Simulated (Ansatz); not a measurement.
The system is Fe4Si.

```xyz
5
Lattice="0.0000 2.0276 9.4663 1.5219 0.0000 9.4663 1.5219 2.0276 0.0000" Properties=species:S:1:pos:R:3 pbc="T T T"
Fe    1.5219    2.0276   11.2473
Fe    1.5219    2.0276    3.7481
Fe    1.5219    2.0276   15.1846
Fe    1.5219    2.0276    7.6854
Si    0.0000    0.0000    0.0000
```

The cell comes from a database or a generator and needn't be the stable form of this composition.

Base run:

| Quantity | Value |
| --- | --- |
| Program | Ansatz 0.2.0 |
| Functional | PBEsol |
| Potentials or basis | Ansatz PAW |
| Cutoff | 420 eV (not typed: the program's choice for these potentials) |
| k mesh | 9 × 9 × 9 |
| Occupations | fermi-dirac, width 0.05 eV |
| Spin | collinear spin, ferromagnetic start |
| Starting moments | [3.75, 3.75, 3.75, 3.75, 0.0] μB |
| Fixed moment | 15 μB |

Its results: pressure 33.3 GPa; site moments Fe +3.25, +3.43; Si +0.36 μB; largest force 1.671 eV/Å.

The run is repeated on the same cell with these changes: fixed moment from 15 μB to 12 μB; moments at the start from [3.75, 3.75, 3.75, 3.75, 0.0] to [3.0, 3.0, 3.0, 3.0, 0.0]. What comes out?

Pressure 9.0 GPa; site moments Fe +2.70, +3.06; Si +0.08 μB; largest force 0.688 eV/Å.

Caveats: the total moment is fixed, so each spin has its own Fermi level; the PAW data sets come from PBE, with cores solved anew for the run's functional, which leaves a small shift of forces and pressure; the thresholds are loose for stress; a pressure of tens of GPa on the cell as given is suspect, and the run, the potentials or the cell itself is likely at fault (some runs); forces of over 1 eV/Å show positions far from the minimum, so gaps and moduli don't describe the material at rest (some runs).
